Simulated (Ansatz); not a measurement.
**Pt (Im-3m): band structure in Python**

Does Pt (Im-3m) have a gap, and where are its band edges? A script is to give a band structure; the system is Pt (Im-3m).

This is Pt in the bcc structure; at room conditions it is fcc.

All numbers are computed with Ansatz 0.2.0 through its Python package. Level of theory: DFT PBEsol, plane waves, PAW.

**1. The structure**

The structure is cubic, space group Im-3m (No. 229). The conventional cell has a = 3.168 Å, b = 3.168 Å, c = 3.168 Å, α = 90.00°, β = 90.00°, γ = 90.00°. Pt (site symmetry m-3m) is surrounded by 8 Pt at 2.74 Å.

The script holds or builds the structure itself.

**2. Script**

The input, pt.py:

```python
"""Bands of Pt along a path through the zone."""

import ansatz as az
import matplotlib.pyplot as plt
import numpy as np


def main() -> None:
    vectors = np.array([
        [-1.58422, 1.58422, 1.58422],
        [1.58422, -1.58422, 1.58422],
        [1.58422, 1.58422, -1.58422],
    ])
    structure = az.Lattice.of(vectors).atom("Pt", (0.0, 0.0, 0.0))

    # high-symmetry points in fractions of the reciprocal vectors
    path = [
        ("G", (0.0, 0.0, 0.0)),
        ("H", (0.5, -0.5, 0.5)),
        ("N", (0.0, 0.0, 0.5)),
        ("G", (0.0, 0.0, 0.0)),
        ("P", (0.25, 0.25, 0.25)),
        ("H", (0.5, -0.5, 0.5)),
    ]
    model = (
        structure.calculation()
        .functional("PBEsol")
        .basis(450)
        .kpoints(density=4.1)
        .occupations("cold", width=50 * az.meV)
        .band_structure([point for _, point in path], intervals=10)
        .scf(extra_bands=6)
        .band_table()
    )
    result = model.run()
    rep = result.report

    print(f"free energy      {rep['free_energy_ev']:.5f} eV")
    print(f"per atom         {rep['free_energy_ev'] / len(result.lattice.sites):.5f} eV")
    print(f"SCF iterations   {rep['n_iterations']}  (converged: {rep['converged']})")

    edges = rep.get("band_edges_ev")
    if edges:
        print(f"band edges on the mesh: {edges[0]:.3f} and {edges[1]:.3f} eV, gap {edges[1] - edges[0]:.3f} eV")
    else:
        print("no band edges reported (a metal, or a gap too narrow for this smearing); Fermi level", round(rep["fermi_energy_ev"], 3), "eV")

    bands = result.band_structure()
    fermi = bands.fermi_energy_ev
    print(f"zero of the bands: {fermi:.3f} eV, the Fermi level found on the SCF mesh")
    reciprocal = 2 * np.pi * np.linalg.inv(result.lattice.cell_ang).T
    steps = np.linalg.norm(np.diff(bands.kpoints_frac @ reciprocal, axis=0), axis=1)
    distance = np.concatenate([[0], np.cumsum(steps)])
    fig, ax = plt.subplots(figsize=(5, 4))
    for channel, colour in zip(bands.channels, ("C0", "C3")):
        ax.plot(distance, channel.eigenvalues_ev - fermi, colour, lw=1)
    ax.set_xticks(distance[::10], [label for label, _ in path])
    ax.set(ylim=(-6, 6), ylabel="E - E_F (eV)", xlim=(0, distance[-1]))
    ax.grid(axis="x")
    fig.savefig("bands.png", dpi=100)
    first = bands.channels[0].eigenvalues_ev - fermi
    near = np.argsort(np.abs(first.mean(axis=0)))[:4]
    for band in sorted(near):
        print(f"band {band + 1}: {first[:, band].min():.3f} to {first[:, band].max():.3f} eV")


if __name__ == "__main__":
    main()
```

**3. Launch**

Launch:

```sh
$ python pt.py
```

Output:

```text
free energy      -12383.69754 eV
per atom         -12383.69754 eV
SCF iterations   6  (converged: True)
no band edges reported (a metal, or a gap too narrow for this smearing); Fermi level 21.302 eV
zero of the bands: 21.302 eV, the Fermi level found on the SCF mesh
band 7: -4.508 to 0.642 eV
band 8: -3.346 to 0.642 eV
band 9: -2.152 to 1.112 eV
band 10: -1.005 to 7.709 eV
```

Wall time 2.2 s (1 thread of Arm Neoverse V2, shared host); peak memory 0.36 GiB.

**4. The run's own record**

From the engine's report, whether the script printed it or not:

| item | value |
| --- | --- |
| SCF cycles in all | 6 |
| k-points solved | 72 |
| plane waves | 369 |
| bands | 15 |
| valence electrons | 18 |
| free energy (eV) | -12383.69754 |
| Fermi level (eV) | 21.302 |
| lowest empty less highest filled level on the mesh, by band count (eV) | -2.132 |

**5. Bands along the path**

The run's results hold a band table, bands.tsv.

From bands.tsv, the levels nearest the Fermi level at the path's corners, in eV from the Fermi level:

```tsv
point	band 6	band 7	band 8	band 9	band 10	band 11	band 12	band 13
Γ	-3.35	-3.35	-3.35	-0.85	-0.85	17.13	17.13	17.13
H	-5.91	0.64	0.64	0.64	7.71	7.71	7.71	12.75
N	-4.76	-1.04	-0.53	0.33	1.16	6.34	13.31	15.85
Γ	-3.35	-3.35	-3.35	-0.85	-0.85	17.13	17.13	17.13
P	-4.15	-4.15	-0.46	-0.46	4.80	9.44	9.44	9.44
H	-5.91	0.64	0.64	0.64	7.71	7.71	7.71	12.75
```

**6. The command-line twin**

The engine's input of that run, saved to a file, gives the whole log.

The input, input.yaml:

```yaml
crystal:
  lattice:
    - [-1.58422, 1.58422, 1.58422]
    - [1.58422, -1.58422, 1.58422]
    - [1.58422, 1.58422, -1.58422]
  atoms:
    - { symbol: Pt, position: [0.0, 0.0, 0.0] }
basis:
  ecutwfc: 450.0
kpoints:
  mp_grid: { kspacing: 0.2439024390244 }
  band_path:
    path:
      - [0.0, 0.0, 0.0]
      - [0.5, -0.5, 0.5]
      - [0.0, 0.0, 0.5]
      - [0.0, 0.0, 0.0]
      - [0.25, 0.25, 0.25]
      - [0.5, -0.5, 0.5]
    npoints: 10
hamiltonian:
  xc: pbesol
scf:
  n_extra_bands: 6
  occupations: { method: cold, width: 0.05 }
output:
  eigenvalues: true
```

Launch:

```sh
$ ansatz run input.yaml --threads 1 --pin off --max-ram 3072MiB --backend cpu --events-out ev --progress --plain --runs-dir out
```

Output:

```text
Warning: RAYON_NUM_THREADS=1 ignored (pool sized by the plan → 1); use --threads N
scf.n_extra_bands = 6 over 9 filled bands (N_el = 18.0): the run solves 15 bands
Engine: ansatz 0.2.0, aarch64-unknown-linux-gnu
Pseudopotentials: kind: paw
Pseudopotential: Pt, paw, valence charge 18, recommended cutoff 420 eV (normal), Pt.paw.azcp
Functional definition: PBEsol
  exchange = pbesol_x
  correlation = pbesol_c
Crystal: 1 atoms, lattice volume = 15.904 Å³
Basis set: ecut = 450 eV, 369 PW (Γ)
Bands: 15, of which v1, the nominal top of the filled ones, is band 9 counted from 1 (8 counted from 0)
Symmetry: 48 space group operations
Space group: Im-3m (ITA 229), of the structure as read, at distance tolerance 2.5e-5 Å
k-points: 72 of 1728
Non-local potential: Pt, projectors of the file, l = 0: 3, l = 1: 2, l = 2: 2, l = 3: 1
PAW form: soft (Blöchl's): semilocal exchange-correlation on the pseudo side does not see the compensation charge
PAW frozen core: Pt, regenerated for the run's functional, and the local potential with it (the file was generated under x = pbe(κ = 0.804, μ = 0.2195149727645171), c = pbe(β = 0.06672455060314922))
PAW one-centre angular grid: Pt, 590 points (default); XC on 64 Gauss nodes
Initial density: superposition of atomic densities (neutral atoms: chi_scale 0, normalization atom), corrected by the library's trained network
Initial wavefunctions: pseudopotential atomic-orbital guess
Functional: x = pbesol(κ = 0.804, μ = 0.12345679012345678), c = pbesol(β = 0.046)
SCF iter   1: F=—  HF=-12383.698473 eV  |F-HF|=—  |Δ(HF+E_count)|=         —  Δρ=5.12e-3  dr2=2.75e-3  ethr=1.77e-3  ⟨swp⟩=5.1  Hψ=5803  notcnv=0  defer=4
preconditioner: auto → none  [metal: Δε(μ)=0.032 eV  Ē_g=17.541 eV  σ=0.050 eV  W_gap=0.45  n_scr=0 (ndim 8)  ℏωp=29.4 eV  f_vac=0.000  D(μ)=0.69/eV (n_scr^D=12)]
SCF iter   2: F=—  HF=-12383.697486 eV  |F-HF|=—  |Δ(HF+E_count)|=   9.87e-4  S|Δr|=    0.00e0  Δρ=1.84e-3  dr2=1.34e-4  ethr=1.53e-5  ⟨swp⟩=2.5  Hψ=2163  notcnv=0  defer=64
SCF iter   3: F=—  HF=-12383.697525 eV  |F-HF|=—  |Δ(HF+E_count)|=   3.92e-5  S|Δr|=    0.00e0  Δρ=9.32e-4  dr2=2.99e-5  ethr=7.43e-7  ⟨swp⟩=2.5  Hψ=1666  notcnv=0  defer=64
SCF iter   4: F=—  HF=-12383.697540 eV  |F-HF|=—  |Δ(HF+E_count)|=   1.49e-5  S|Δr|=    0.00e0  Δρ=3.29e-4  dr2=3.51e-6  ethr=1.66e-7  ⟨swp⟩=1.0  Hψ=959  notcnv=0  defer=64
SCF iter   5: F=—  HF=-12383.697543 eV  |F-HF|=—  |Δ(HF+E_count)|=   2.91e-6  S|Δr|=    0.00e0  Δρ=6.23e-5  dr2=1.26e-7  ethr=1.95e-8  ⟨swp⟩=2.0  Hψ=1521  notcnv=0  defer=64
SCF iter   6: F=-12383.697543 eV  HF=-12383.697543 eV  |F-HF|=7.53e-10  |Δ(HF+E_count)|=   1.06e-7  S|Δr|=    0.00e0  Δρ=5.97e-6  dr2=1.19e-9  ethr=5.56e-10  ⟨swp⟩=5.0  Hψ=3143  notcnv=0
SCF 1 converged in 6 iterations: F = -12383.697543 eV  dr2 = 1.19e-9
NSCF: frozen V_eff on 51 k-points
SCF converged after 6 iterations
Stability not checked: this state was not tested for a lower state beside it, because cold or Methfessel-Paxton smearing, or corrected tetrahedra, fill the levels in a way that the test cannot read (fill_not_monotonic; see scf.lower_state_search)
Free energy (F): -12383.697543 eV
Harris-Foulkes:  -12383.697543 eV  (|F-HF|=7.53e-10)
Internal energy: -12383.698151 eV  (E = F + TS)
E sigma→0 (E₀):  -12383.697746 eV
Entropy (-TS):   0.000608 eV (0.608 meV/atom)
Fermi energy:    21.301907 eV
--- Per-component energies (eV) ---
  E_band       = -155.576710
  E_kinetic    = 636.654775
  E_local      = -1534.042351  (includes V_loc(G=0)·N_el)
  E_nonlocal   = 203.200809
  E_hartree    = 565.558472
  E_xc         = -259.672787
  E_vxc        = -301.521265  (∫ρ·V_xc dr)
  E_paw        = -9316.323221  (= ΣΔE_a)
  E_vpaw       = -290.985513  (= ΣTr[D̂ρ^β])
  E_aug_tail   = 0.000240  (compensation charges beyond the density's cutoff)
  E_ewald      = -2679.361068
  E_core_change = 0.286981  (= ΣΔE_core)
  E_smearing   = 0.000608  (= −TS)
  E_closure    = 0.000000  (closes the sum)
  Σ components = -12383.697543   (vs F -12383.697543, Δ=0.00e0)
--- Band table (eV; the first three rows and the last of 72) ---
  k-point 0: bands = ["-76.6923", "-30.6698", "-30.6698", "-30.6698", "11.9128", "17.9562", "17.9562", "17.9562", "20.4506", "20.4506", "38.4311", "38.4311", "38.4311", "48.2582", "48.2582"]
  k-point 1: bands = ["-76.6904", "-30.6972", "-30.6794", "-30.6696", "12.1932", "17.8477", "17.9550", "18.1805", "20.3147", "20.4585", "38.5450", "38.6205", "38.8363", "45.5614", "46.0556"]
  k-point 2: bands = ["-76.6852", "-30.7716", "-30.7056", "-30.6691", "12.9763", "17.5632", "17.9284", "18.8298", "20.0772", "20.4891", "38.2850", "38.4382", "39.9871", "43.8095", "43.9576"]
  k-point 71: bands = ["-76.6409", "-30.9696", "-30.9696", "-30.9696", "15.3897", "15.3897", "21.9443", "21.9443", "21.9443", "29.0105", "29.0105", "29.0105", "34.0541", "40.2635", "40.2635"]
```

Wall time 1.2 s (1 thread of Arm Neoverse V2, shared host); peak memory 0.24 GiB.

Script and command line differ by 0.000 meV in the energy.

**7. Results**

| quantity | value |
| --- | --- |
| free energy | -12383.6975 eV |
| bands on the path | cross the Fermi level |

**Reading.** Bands cross the Fermi level along the path, so it is a metal at this level. What to keep in mind:
- No spin polarisation was allowed.
- For a metal this k-point mesh is coarse: on a finer one energies can move by several to tens of meV an atom and pressures by half a GPa or more, differences at one mesh by less.
- Only differences from the Fermi energy are physical; the zero of the scale is a convention.
- This isn't the structure that Pt takes at ambient conditions.
- Gaps and levels are Kohn-Sham values on a finite set of k-points, without spin-orbit coupling. Whether this is the phase that is stable at ambient conditions was not tested.
